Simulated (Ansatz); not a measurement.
# BClH2O2: small, medium and large basis sets

Aim: see how fast density functionals and correlated methods converge with the basis set for BClH2O2.

The runs use Ansatz 0.2.0, Gaussian basis; one geometry, several basis sets.

The runs, in order: PBE0-D4/def2-SVP; ωB97M-V/def2-SVP; PBE0-D4/def2-QZVPP; ωB97M-V/def2-QZVPP; CCSD(T)/cc-pV(D+d)Z; CCSD(T)/cc-pV(T+d)Z; CCSD(T)/cc-pV(Q+d)Z; the functionals' def2-TZVPP values are taken from earlier runs.

## Step 1: The relaxed structure

An earlier PBE0-D4 in a triple-zeta def2 set relaxation fixed the geometry.

SMILES `OB(O)Cl`, 6 atoms, charge 0, spin multiplicity 1.

Atoms are counted from 1 here; the program's logs count them from 0.

Bond lengths: O1–B2 1.357 Å, O1–H5 0.960 Å, B2–O3 1.349 Å, B2–Cl4 1.771 Å, O3–H6 0.962 Å. Angles: B2–O1–H5 113.5°, O1–B2–O3 121.0°, O1–B2–Cl4 120.9°, O3–B2–Cl4 118.0°, B2–O3–H6 112.0°.

## Step 2: PBE0-D4 in def2-SVP

in.yaml reads:

```yaml
crystal:
  periodic: [false, false, false]
  atoms:
    - {symbol: O, position_ang: [0.157763, 1.025353, -0.442076]}
    - {symbol: B, position_ang: [-0.128038, -0.227550, -0.007300]}
    - {symbol: O, position_ang: [0.609247, -0.813859, 0.958057]}
    - {symbol: Cl, position_ang: [-1.481443, -1.141367, -0.691707]}
    - {symbol: H, position_ang: [-0.434413, 1.336483, -1.130037]}
    - {symbol: H, position_ang: [1.318984, -0.242961, 1.266962]}
basis:
  gaussian: {orbitals: def2-SVP}
hamiltonian: {xc: pbe0, dispersion: d4}
output: {orbitals: {seedname: orbitals}}
```

Launch:

```sh
$ ansatz run in.yaml --threads 2 --pin off --events-out ev --progress --plain --max-ram 32768MiB --backend cpu
```

Further steps of the session: ωB97M-V in def2-SVP; PBE0-D4 in def2-QZVPP; ωB97M-V in def2-QZVPP; CCSD(T) in cc-pV(D+d)Z; CCSD(T) in cc-pV(T+d)Z; CCSD(T) in cc-pV(Q+d)Z.

Q: Predict the results of all the runs planned. Wanted: MP2 correlation recovered, cc-pV(D+d)Z; MP2 correlation recovered, cc-pV(T+d)Z; MP2 correlation recovered, cc-pV(Q+d)Z; CCSD(T) limit from def2 sets; PBE0-D4: double and triple zeta above quadruple; ωB97M-V: double and triple zeta above quadruple.

**Answer**, as computed:

```
                                                                 quantity           value
                                   MP2 correlation recovered, cc-pV(D+d)Z          67.6 %
                                   MP2 correlation recovered, cc-pV(T+d)Z          87.4 %
                                   MP2 correlation recovered, cc-pV(Q+d)Z          94.8 %
CCSD(T) limit from def2 sets (earlier runs) less the limit of this series         -54 meV
                          PBE0-D4: double and triple zeta above quadruple  10.66, 0.65 eV
                          ωB97M-V: double and triple zeta above quadruple  10.70, 0.61 eV
```

**Reading.** PBE0-D4 gains 10.02 eV from double to triple zeta, then 0.65 eV more. In cc-pV(D+d)Z MP2 holds 68 % of its limit, in cc-pV(Q+d)Z 95 %, while Hartree-Fock is within 0.142 eV in the largest set. A limit from the def2 sets, made apart, differs by 54 meV, a least measure of the doubt on such a limit. Total energies overstate the basis error of differences, where much of it tends to cancel. The LUMO of ωB97M-V is positive and keeps falling with the basis (3.11 to 1.53 eV): an unbound level that the basis holds in place.
